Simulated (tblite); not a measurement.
## SrO: one setting at a time in tblite

Simulated with tblite 0.8.0. This is a test of settings. The cell began as a measured structure and was relaxed with r2SCAN in plane waves (Ansatz 0.2.0). All runs are without spin polarisation.

It is cubic, Fm-3m (No. 225); a = 5.160 Å in the conventional setting, 17.17 Å³ an atom. Around Sr lie 6 O at 2.58 Å; around O lie 6 Sr at 2.58 Å.

The base run uses GFN1-xTB on a cluster of 64 atoms.

```python
import json
from ase import Atoms
from ase.build import make_supercell
from ase.units import Bohr, GPa, Hartree
from tblite.interface import Calculator

atoms = Atoms(['Sr', 'O'],
              cell=[[0.0, 2.57989272, 2.57989272], [2.57989272, 0.0, 2.57989272], [2.57989272, 2.57989272, 0.0]],
              scaled_positions=[[0.5, 0.5, 0.5], [0.0, 0.0, 0.0]],
              pbc=True)
cluster = make_supercell(atoms, [[-2, 2, 2], [2, -2, 2], [2, 2, -2]])
calc = Calculator('GFN1-xTB', cluster.numbers, cluster.positions / Bohr, lattice=cluster.cell[:] / Bohr, periodic=cluster.pbc)
calc.set('temperature', 0.02 / Hartree)
calc.set('max-iter', 150)
res = calc.singlepoint()
levels = res.get('orbital-energies') * Hartree
nv = round(res.get('orbital-occupations').sum() / 2)
cells = len(cluster) // len(atoms)
out = {'energy_per_cell': res.get('energy') * Hartree / cells, 'homo': levels[nv - 1], 'lumo': levels[nv],
       'stress': (-res.get('virial') * Hartree / cluster.get_volume() / GPa).tolist(), 'charges': res.get('charges')[:len(atoms)].tolist(), 'electrons': 2 * nv / cells}
json.dump(out, open('results.json', 'w'))
for key, value in out.items():
    print(key, value)
```

Command: `python run.py`. It took 7.5 s on 1 thread of Arm Neoverse V1, on a shared host, peak memory 0.12 GiB.

It converged with a gap of 6.24 eV and a pressure of -64.74 GPa (positive in compression). xTB was fitted to molecules, so gaps, charges and pressures of solids can be far off.

Each further run moved one setting: accuracy (scale of the thresholds); method (Hamiltonian); temperature (electronic temperature in eV); mixer-damping (damping of the charge mixer); cluster (size of the cluster in conventional cells). Changes are from the base run, which isn't itself converged in every setting; energies of another Hamiltonian, functional, basis or charge aren't compared, and those at a high electronic temperature are mostly its entropy term.

| setting | how it ended | gap change (eV) | energy change (meV/atom) | pressure change (GPa) | time (s) |
| --- | --- | --- | --- | --- | --- |
| accuracy = 0.01 | converged | 0.00 | 0.0 | 0.00 | 7.8 |
| method = IPEA1-xTB | converged | -4.57 | – | 54.03 | 6 |
| temperature = 0.3 | converged | 0.00 | 0.0 | 0.00 | 6.5 |
| mixer-damping = 1.0 (poor on purpose) | not converged | – | – | – | 12 |
| cluster = 1x1x1 (poor on purpose) | converged | -6.24 | 7636.1 | 168.25 | 1.3 |

accuracy = 0.01 changes nothing that matters here. temperature = 0.3 changes nothing that matters here. With mixer-damping = 1.0 the cycle ended unconverged.

The end of the log, shortened, for mixer-damping = 1.0:

```
    142      27536.11527388  -8.7817057E+03   2.8280644E+00
    143      43554.45448280   1.6018339E+04   3.2611787E+00
    144      46124.06022728   2.5696057E+03   3.3438726E+00
    145      37323.21799381  -8.8008422E+03   3.0273441E+00
    146      31010.27729331  -6.3129407E+03   2.7777079E+00
    147      29886.77433647  -1.1235030E+03   2.6813024E+00
    148      27310.51582321  -2.5762585E+03   2.5581739E+00
    149      25843.42027525  -1.4670955E+03   2.5013166E+00
    150      25792.33064147  -5.1089634E+01   2.4930065E+00
------------------------------------------------------------
 total:                                  10.983 sec
tblite.exceptions.TBLiteRuntimeError: SCF not converged in 150 cycles
```
